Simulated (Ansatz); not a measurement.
**Two structures of Na: comparison of enthalpies under pressure in Python**

One table from this session's results is given with a row withheld; the runs are named, their logs left out.

Program: Ansatz 0.2.0, driven from Python. Level of theory: DFT PBEsol, plane waves, PAW. These are calculated values, not measurements.

## The system

Na Pm-3m: The structure is cubic, space group Pm-3m (No. 221). Conventional cell: a = 3.510 Å, b = 3.510 Å, c = 3.510 Å, α = 90.00°, β = 90.00°, γ = 90.00°. Na (site symmetry m-3m) is surrounded by 6 Na at 3.51 Å.

Na P6_3/mmc: It takes space group P6_3/mmc (No. 194, hexagonal). Conventional cell: a = 3.810 Å, b = 3.810 Å, c = 6.222 Å, α = 90.00°, β = 90.00°, γ = 120.00°. Around Na (site symmetry -6m2) lie 12 Na at 3.81 Å.

No structure file is read: the coordinates are typed or built in the script.

The first run:

transition_na.py

```python
'''Pressure at which two phases of Na cross.'''

import warnings

import ansatz as az
import numpy as np
import pandas as pd

XC = 'pbesol'
CUTOFF = 520
KSPACING = 0.15
OCCUPATIONS = 'fermi_dirac'
SIGMA = 0.1


def sc(a_site, a):
    return (
        az.Lattice.cubic(a)
        .space_group(221)
        .atom(a_site, [0, 0, 0])
    )


def hcp(a_site, a):
    return (
        az.Lattice.from_parameters(a, a, 1.633 * a, alpha=90, beta=90, gamma=120)
        .space_group(194)
        .atom(a_site, [1 / 3, 2 / 3, 0.25])
    )


def solve(name, crystal, pressure=0.0):
    calc = (
        crystal.calculation()
        .functional(XC)
        .basis(CUTOFF)  # a bare number is in eV
        .kpoints(spacing=KSPACING)  # sampling of the Brillouin zone
        .occupations(OCCUPATIONS, width=SIGMA)  # the run then minimises F = E - TS
    )
    calc = calc.relax(force_tolerance=0.01, max_steps=60, cell=True, pressure=pressure)
    return calc.run()


def volume_per_atom(outcome):
    return abs(np.linalg.det(outcome.lattice.cell_ang)) / len(outcome.lattice.sites)

warnings.simplefilter('ignore', az.DeckWarning)

phases = {}
phases['sc'] = sc('Na', 3.51)
phases['hcp'] = hcp('Na', 3.81)

# H = E + PV, with 1 eV per cubic angstrom equal to 160.2 GPa
pressures = [0, 5, 10, 20]
enthalpy, volume = {name: [] for name in phases}, {name: [] for name in phases}
for p in pressures:
    for name, crystal in phases.items():
        o = solve(name, crystal, pressure=p)
        volume[name].append(volume_per_atom(o))
        enthalpy[name].append(o.report['energy_sigma0_ev'] / len(o.lattice.sites) + p * volume[name][-1] / 160.21766)
gap = np.array(enthalpy['hcp']) - np.array(enthalpy['sc'])
rows = [(p, va, vb, 1000 * d) for p, va, vb, d in zip(pressures, volume['sc'], volume['hcp'], gap)]
print(pd.DataFrame(rows, columns=['P (GPa)', 'V sc (A^3/atom)', 'V hcp (A^3/atom)', 'H(hcp) - H(sc) (meV/atom)']).round(4).to_string(index=False))
crossings = [p0 - g0 * (p1 - p0) / (g1 - g0) for p0, p1, g0, g1 in zip(pressures, pressures[1:], gap, gap[1:]) if g0 * g1 < 0]
print('crossing near', [round(float(p), 1) for p in crossings], 'GPa') if crossings else print('no crossing in this range')
```

Command:

```sh
python transition_na.py
```

One of the session's tables, all rows but one given; the rest of the session is left out.

Enthalpy H = E + pV of the second structure less the first:

```
pressure (GPa)  ΔH (meV/atom)
             0         -120.8
             5              ?
            10         -166.6
            20         -171.8
```

Q: Estimate the row for pressure (GPa) = 5 from the others.

Worked estimate for «ΔH (meV/atom)». A straight line through the neighbours (0, -120.8) and (10, -166.6) gives -120.8 + (-166.6 + 120.8) × (5 − 0) / (10 − 0) = -143.7; a parabola fitted to 3 rows on both sides gives -148.8.

**Answer.** ΔH (meV/atom): -155.8. In «ΔH (meV/atom)» the line misses by +12.1 and the parabola by +7.0.

To keep in mind: Notes:
- At a fixed pressure a relaxation lowers the enthalpy F + PV, while F alone can rise.
- Only these two structures are compared, at zero temperature and with their symmetry kept; either may be hypothetical, and another phase may be lower than both.
